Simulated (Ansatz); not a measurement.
The system is TaSeF.

```
Ta Se F
1.0
     3.66980    0.00000    0.00000
     0.00000    3.66980    0.00000
     0.00000    0.00000    4.14531
Ta Se F
1 1 1
Direct
  0.00000 0.00000 0.50000
  0.50000 0.50000 0.50000
  0.00000 0.00000 0.00000
```

The cell was built by a generator and needn't be a form met in nature.

Base run:

* Program: Ansatz 0.2.0
* Functional: PBE
* Potentials or basis: Ansatz PAW
* Cutoff: 420 eV (not typed: the program's choice for these potentials)
* k mesh: 5 × 5 × 5
* Occupations: fermi-dirac, width 0.05 eV
* Spin: no spin polarisation

Its results: band gap on the k mesh none (metal or under the smearing width); pressure -0.2 GPa.

Task: The run is repeated on the same cell with these changes: spin from no spin polarisation to spin-orbit coupling, no magnetisation; potential files from those of the base run to others of the same set. What comes out?

Result: Band gap on the k mesh none (metal or under the smearing width); pressure 0.2 GPa.

Caveats: spin-orbit coupling is left out, which moves the levels of the heavy elements (some runs).
